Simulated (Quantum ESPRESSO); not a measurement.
PtSe: zone-centre phonons under several settings

```
CELL_PARAMETERS angstrom
0.00000 2.79841 2.79841
2.79841 0.00000 2.79841
2.79841 2.79841 0.00000
ATOMIC_POSITIONS crystal
Pt 0.50000 0.50000 0.50000
Se 0.00000 0.00000 0.00000
```

The cell comes from a database or a generator and needn't be the stable form of this composition.

All runs used Quantum ESPRESSO 7.5; potentials JTH 2.0 PBE; k mesh 6 × 6 × 6, shifted; relaxed cell; no spin polarisation; cutoff 707 eV; occupations fermi-dirac, width 0.05 eV.

```csv
level,volume (Å³/atom),lowest optical mode without the field (cm⁻¹)
PBE,18.58,170
PBE+D2,?,?
PBE+D3(BJ),17.93,186
rPW86PBE+rVV10,19.46,159
rev-vdW-DF2,18.37,179
```

Task: What stands in the row left open?

Result: Volume 17.78 Å³/atom; lowest optical mode without the field 187 cm⁻¹.

Caveats: the mesh is thin for the phonons of a metal; the volume moved by over 15 % at a fixed basis, so the end points are rough (some runs); pairwise dispersion overbinds metals, which lowers pressure and volume (some runs); the potentials were made for another functional, which shifts forces and pressure (some runs).

For the row left open. Caveat: the k mesh is coarse; the mesh is thin for the phonons of a metal; the volume moved by over 15 % at a fixed basis, so the end points are rough; pairwise dispersion overbinds metals, which lowers pressure and volume.
